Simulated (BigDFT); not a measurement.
Runs of BigDFT 1.9.6 on NCOH. The cell holds a molecule in a box, 4 atoms: a = 12.000 Å, b = 11.000 Å, c = 10.000 Å, α = 90.00°, β = 90.00°, γ = 90.00°. 

```csv
level,largest force (eV/Å)
PBEsol,(a)
WC,(b)
revPBE,1.55
PW91,1.37
LDA,1.64
AM05,1.67
PBE,1.55
```

Alike in all rows: task single point; potentials or basis GTH-PBE (C q4, H q1, N q5, O q6); no spin polarisation; cell as given; smearing fixed; grid spacing 0.28 bohr.

Problem. Estimate the missing entries.

Solution. (a) 1.58; (b) 1.44.

Caveats: boundaries are free: the box only frames the coordinates; the potentials were made for another functional, which shifts forces and pressure (some runs); the noise in the forces, which the program reports and removes, is over 0.05 eV/Å, so forces are rough (some runs).

Not every run made on this cell is shown here.
